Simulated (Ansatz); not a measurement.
# AsH4NSi, SMILES N1[SiH2][AsH]1: vertical and adiabatic energies of changing the electron count

Program: Ansatz 0.2.0, Python API.

Interactive session:
```pycon
>>> import itertools
>>> import ansatz as az
>>> from ase.data import atomic_numbers, covalent_radii
>>> import numpy as np
>>> BASIS = 'def2-SVP'
>>> FUNCTIONAL = 'PBE'
>>> CHARGE = 1
>>> ash4nsi = (
...     az.Crystal.molecule()
...     .atom('N', (-0.7313, -0.7937, 0.0765))
...     .atom('Si', (-0.0586, 0.875, -0.0148))
...     .atom('As', (0.9943, -1.1115, -0.4695))
...     .atom('H', (-1.2894, -0.8451, -0.7983))
...     .atom('H', (-0.5366, 1.6145, -1.2047))
...     .atom('H', (0.1738, 1.4469, 1.3277))
...     .atom('H', (1.5091, -1.2541, 1.0374))
... )
>>> model = (
...     ash4nsi.calculation()
...     .basis(gaussian=BASIS)
...     .functional(FUNCTIONAL)
... )
>>> symbols = [site.symbol for site in ash4nsi.cartesian_sites]
>>> start = np.array([site.position_ang for site in ash4nsi.cartesian_sites], dtype=float)
>>> summary = model.relax(force_tolerance=0.01, max_steps=100).run().report
>>> end = np.array(summary['positions_ang'])
>>> minimum = az.Crystal.molecule()
>>> for symbol, place in zip(symbols, end):
...     minimum = minimum.atom(symbol, place.tolist())
...
>>> ion = (
...     minimum.calculation()
...     .basis(gaussian=BASIS)
...     .functional(FUNCTIONAL)
...     .charge(CHARGE)
...     .spin('collinear', total=1)
... )
>>> vertical = ion.run().report
>>> settled = ion.relax(force_tolerance=0.01, max_steps=80).run().report
>>> print(f'vertical ionisation energy   {vertical["free_energy_ev"] - summary["free_energy_ev"]:.3f} eV')
vertical ionisation energy   8.730 eV
>>> print(f'adiabatic, no zero point     {settled["free_energy_ev"] - summary["free_energy_ev"]:.3f} eV')
adiabatic, no zero point     8.082 eV
>>> print(f'relaxation energy of the ion {vertical["free_energy_ev"] - settled["free_energy_ev"]:.3f} eV')
relaxation energy of the ion 0.648 eV
>>> ionised = np.array(settled['positions_ang'])
>>> # pairs closer than 1.2 times the sum of covalent radii, before or after
>>> radius = [covalent_radii[atomic_numbers[s]] for s in symbols]
>>> span = lambda where, i, j: np.linalg.norm(where[i] - where[j])
>>> bonded = [(i, j) for i, j in itertools.combinations(range(len(symbols)), 2) if min(span(end, i, j), span(ionised, i, j)) < 1.2 * (radius[i] + radius[j])]
>>> print('pair        before    after (A)')
pair        before    after (A)
>>> for i, j in bonded:
...     print(f'{symbols[i]}{i}-{symbols[j]}{j}'.ljust(10), f'{span(end, i, j):8.4f} {span(ionised, i, j):8.4f}')
...
N0-Si1       1.7555   1.7366
N0-As2       1.9933   1.9108
N0-H3        1.0276   1.0337
Si1-As2      2.3279   2.6178
Si1-H4       1.5027   1.4895
Si1-H5       1.4973   1.4860
As2-H6       1.5482   1.5544
>>> for first, second in list(itertools.combinations(bonded, 2)):
...     shared = set(first) & set(second)
...     if shared and symbols[(j := shared.pop())] != 'H':
...         i, k = sorted((set(first) | set(second)) - {j})
...         u, v = ionised[i] - ionised[j], ionised[k] - ionised[j]
...         angle = np.degrees(np.arccos(np.clip(u @ v / np.linalg.norm(u) / np.linalg.norm(v), -1, 1)))
...         print(f'final angle {symbols[i]}{i}-{symbols[j]}{j}-{symbols[k]}{k}: {angle:.2f} deg')
...
final angle Si1-N0-As2: 91.61 deg
final angle Si1-N0-H3: 123.06 deg
final angle N0-Si1-As2: 46.85 deg
final angle N0-Si1-H4: 119.19 deg
final angle N0-Si1-H5: 115.91 deg
final angle As2-N0-H3: 114.63 deg
final angle N0-As2-Si1: 41.54 deg
final angle N0-As2-H6: 91.04 deg
final angle As2-Si1-H4: 122.47 deg
final angle As2-Si1-H5: 106.26 deg
final angle Si1-As2-H6: 71.52 deg
final angle H4-Si1-H5: 122.54 deg
```

The energies are electronic: no zero-point or thermal terms, and the basis set is short of its limit. The product may relax into another structure. Each relaxation finds its nearest minimum, which needn't be the lowest. Run time: 120 s on 1 thread of Arm Neoverse N1, on a shared host, peak memory 0.22 GiB.
